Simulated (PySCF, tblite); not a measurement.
# C6H7FPSSi+: geometry, infrared bands and NMR shifts

What infrared bands and NMR shifts should C6H7FPSSi+ (`FC1=C([SiH3])[P@@H+]1c1cccs1`) show?

The runs use tblite 0.8.0 and PySCF 2.14.0, with density-fitted response routines of our own; the level of theory stands in each step. All values are computed, except where a source is named. Atoms count from 0, in the outputs and in this text.

## 1. The starting structure

17 atoms, charge 1, multiplicity 1; geometry from: force field or distance geometry start.

Bonds of the start (Å): F0–C1 1.38, C1–C2 1.34, C2–Si3 1.87, C2–P4 1.79, P4–C5 1.77, C5–C6 1.34, C6–C7 1.34, C7–C8 1.36, C8–S9 1.91, P4–C1 1.79, S9–C5 1.80, Si3–H10 1.48, Si3–H11 1.46, Si3–H12 1.46, P4–H13 1.40, C6–H14 1.11, C7–H15 1.11, C8–H16 1.09.

## 2. Relaxing the molecule with GFN2-xTB

What the job is given:

```
{"job": {"kind": "relax", "xc": "GFN2-xTB", "basis": "xTB"}, "charge": 1, "multiplicity": 1}
F      1.413500     1.052100     3.108900
C      1.398300     0.382700     1.907700
C      1.957000     0.227200     0.696800
Si     3.274300     0.947400    -0.411700
P      0.627800    -0.935800     0.977700
C     -1.022400    -0.535000     0.463700
C     -1.704300    -0.976600    -0.607600
C     -2.957900    -0.527200    -0.785300
C     -3.456500     0.344700     0.125300
S     -2.052600     0.601900     1.401100
H      4.552000     0.678500     0.292300
H      3.251700     0.332700    -1.739500
H      3.053500     2.391000    -0.461000
H      0.935100    -2.214900     1.460700
H     -1.241300    -1.695500    -1.317100
H     -3.589600    -0.857700    -1.639300
H     -4.445500     0.796500     0.115400
```

Launch:

```bash
$ OMP_NUM_THREADS=1 python probes_run.py task.json out
```

One launch serves the whole session: the jobs run in the order shown.

After this run come: Vibrational analysis with GFN2-xTB; Shielding tensors: PBE0/pcSseg-1.

**Question.** After this job, these run on its result: GFN2-xTB harmonic vibrations, gas phase; GIAO PBE0/pcSseg-1 NMR shielding, non-relativistic, gas phase. Predict these results of the whole session: strongest single infrared mode (GFN2-xTB); zero-point energy (GFN2-xTB); 13C shifts against TMS (PBE0/pcSseg-1); 1H shifts against TMS (PBE0/pcSseg-1, means over atoms taken as alike); 19F shifts against CFCl3 (PBE0/pcSseg-1); 29Si shifts against TMS (PBE0/pcSseg-1); 31P shifts against H3PO4 (PBE0/pcSseg-1); 33S shifts against CS2 (PBE0/pcSseg-1).

The runs gave:

| quantity | value |
| --- | --- |
| strongest single infrared mode (GFN2-xTB) | 756 cm⁻¹, 401 km/mol |
| zero-point energy (GFN2-xTB) | 63.2 kcal/mol |
| 13C shifts against TMS (PBE0/pcSseg-1) | 172.3, 158.1, 152.7, 138.5, 117.0, 112.1 ppm |
| 1H shifts against TMS (PBE0/pcSseg-1, means over atoms taken as alike) | 8.73, 8.32, 7.95, 6.83, 4.82 ppm |
| 19F shifts against CFCl3 (PBE0/pcSseg-1) | -90.3 ppm |
| 29Si shifts against TMS (PBE0/pcSseg-1) | -82.3 ppm |
| 31P shifts against H3PO4 (PBE0/pcSseg-1) | -140.8 ppm |
| 33S shifts against CS2 (PBE0/pcSseg-1) | 276 ppm |

Relaxing lowered the energy by 1.027 eV in 127 steps; the bonded pair that moved most is C8–S9, from 1.914 to 1.708 Å. The lowest mode is imaginary (33i cm⁻¹), so the xTB geometry is not a minimum. GFN2-xTB is a fitted tight-binding method: band positions and strengths are rough. Its intensities can rank the bands wrongly. At PBE0/pcSseg-1: The largest span, 467 ppm, is at P4, where the paramagnetic term is -508 ppm. NICS(1)zz of -26 ppm above the planar ring from C5 marks a diatropic (aromatic) ring current.
